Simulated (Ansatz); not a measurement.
# TiO2 with a defect (Sb on a Ti site): a single-point run

Aim: the field gradients at the nuclei of TiO2 with a defect (Sb on a Ti site), from a sound single-point run.

Method: DFT, PBE, plane-wave PAW, default files, scalar-relativistic, in Ansatz 0.2.0.

### Step 1. Starting point

It takes space group Pmmm (No. 47, orthorhombic). Conventional cell: a = 6.494 Å, b = 6.494 Å, c = 8.872 Å, α = 90.00°, β = 90.00°, γ = 90.00°. Sb (site symmetry mmm) is surrounded by 6 O at 1.95 to 1.98 Å. Around Ti (site symmetry mm2) lie 6 O at 1.95 to 1.98 Å. Ti (site symmetry mmm) has 6 O at 1.95 to 1.98 Å as nearest neighbours. Only part of the 16 independent sites is listed.

The input asks for a charge of +4 e on the cell.

Coordinates:

```cif
data_structure
_symmetry_space_group_name_H-M 'Pmmm'
_symmetry_Int_Tables_number 47
_cell_length_a 6.4944
_cell_length_b 6.4944
_cell_length_c 8.8722
_cell_angle_alpha 90.000
_cell_angle_beta 90.000
_cell_angle_gamma 90.000
_cell_volume 374.20
loop_
_atom_site_label
_atom_site_type_symbol
_atom_site_symmetry_multiplicity
_atom_site_Wyckoff_symbol
_atom_site_fract_x
_atom_site_fract_y
_atom_site_fract_z
_atom_site_occupancy
Sb1 Sb 1 a 0.00000 0.00000 0.00000 1
Ti1 Ti 2 q 0.00000 0.00000 0.33333 1
Ti2 Ti 1 f 0.50000 0.50000 0.00000 1
Ti3 Ti 2 t 0.50000 0.50000 0.33333 1
Ti4 Ti 2 s 0.50000 0.00000 0.16667 1
Ti5 Ti 1 d 0.50000 0.00000 0.50000 1
Ti6 Ti 2 r 0.00000 0.50000 0.16667 1
Ti7 Ti 1 g 0.00000 0.50000 0.50000 1
O1 O 2 i 0.30496 0.00000 0.00000 1
O2 O 4 w 0.30496 0.00000 0.33333 1
O3 O 2 k 0.80496 0.50000 0.00000 1
O4 O 4 x 0.80496 0.50000 0.33333 1
O5 O 4 v 0.50000 0.30496 0.16667 1
O6 O 2 p 0.50000 0.30496 0.50000 1
O7 O 4 u 0.00000 0.80496 0.16667 1
O8 O 2 n 0.00000 0.80496 0.50000 1
```

### Step 2. The run

input.yaml reads:

```yaml
crystal:
  lattice:
    - [4.5922, 4.5922, 0.0]
    - [-4.5922, 4.5922, 0.0]
    - [0.0, 0.0, 8.8722]
  atoms:
    - { symbol: Sb, position: [0.0, 0.0, 0.0] }
    - { symbol: Ti, position: [0.0, 0.0, 0.3333333333] }
    - { symbol: Ti, position: [0.0, 0.0, 0.6666666667] }
    - { symbol: Ti, position: [0.5, 0.5, 0.0] }
    - { symbol: Ti, position: [0.5, 0.5, 0.3333333333] }
    - { symbol: Ti, position: [0.5, 0.5, 0.6666666667] }
    - { symbol: Ti, position: [0.5, 0.0, 0.1666666667] }
    - { symbol: Ti, position: [0.5, 0.0, 0.5] }
    - { symbol: Ti, position: [0.5, 0.0, 0.8333333333] }
    - { symbol: Ti, position: [0.0, 0.5, 0.1666666667] }
    - { symbol: Ti, position: [0.0, 0.5, 0.5] }
    - { symbol: Ti, position: [0.0, 0.5, 0.8333333333] }
    - { symbol: O, position: [0.30496, 0.0, 0.0] }
    - { symbol: O, position: [0.30496, 0.0, 0.3333333333] }
    - { symbol: O, position: [0.30496, 0.0, 0.6666666667] }
    - { symbol: O, position: [0.80496, 0.5, 0.0] }
    - { symbol: O, position: [0.80496, 0.5, 0.3333333333] }
    - { symbol: O, position: [0.80496, 0.5, 0.6666666667] }
    - { symbol: O, position: [0.5, 0.30496, 0.1666666667] }
    - { symbol: O, position: [0.5, 0.30496, 0.5] }
    - { symbol: O, position: [0.5, 0.30496, 0.8333333333] }
    - { symbol: O, position: [0.0, 0.80496, 0.1666666667] }
    - { symbol: O, position: [0.0, 0.80496, 0.5] }
    - { symbol: O, position: [0.0, 0.80496, 0.8333333333] }
    - { symbol: O, position: [0.69504, 0.0, 0.0] }
    - { symbol: O, position: [0.69504, 0.0, 0.3333333333] }
    - { symbol: O, position: [0.69504, 0.0, 0.6666666667] }
    - { symbol: O, position: [0.19504, 0.5, 0.0] }
    - { symbol: O, position: [0.19504, 0.5, 0.3333333333] }
    - { symbol: O, position: [0.19504, 0.5, 0.6666666667] }
    - { symbol: O, position: [0.5, 0.69504, 0.1666666667] }
    - { symbol: O, position: [0.5, 0.69504, 0.5] }
    - { symbol: O, position: [0.5, 0.69504, 0.8333333333] }
    - { symbol: O, position: [0.0, 0.19504, 0.1666666667] }
    - { symbol: O, position: [0.0, 0.19504, 0.5] }
    - { symbol: O, position: [0.0, 0.19504, 0.8333333333] }
total_charge: 4
kpoints:
  mp_grid: { grid: [3, 3, 2] }
scf:
  occupations: { method: fermi_dirac, width: 0.01 }
  max_iter: 60
hamiltonian:
  xc: pbe
  pseudopotentials: { kind: paw }
output:
  forces: true
  stress: true
  populations: true
  efg:
    quadrupole_moments_barn: { Sb: -0.543, Ti: 0.247, O: -0.02558 }
    contact_densities: true
```

The run is started by

```bash
$ ansatz run input.yaml --threads 1 --pin off --max-ram 3072MiB --backend cpu --events-out ev --progress --plain --runs-dir out
```

**Question.** How will this run end, and is anything wrong with its input?

The program finished normally, with warnings (gradients without spin orbit). It gives a pressure of 16 GPa, which is large; a structure far from rest gives such values too, whatever the setting.

In the input, total_charge is 4. The typed charge changes the electron count, so this is no longer the system that was meant.

The test: set total_charge to 1.
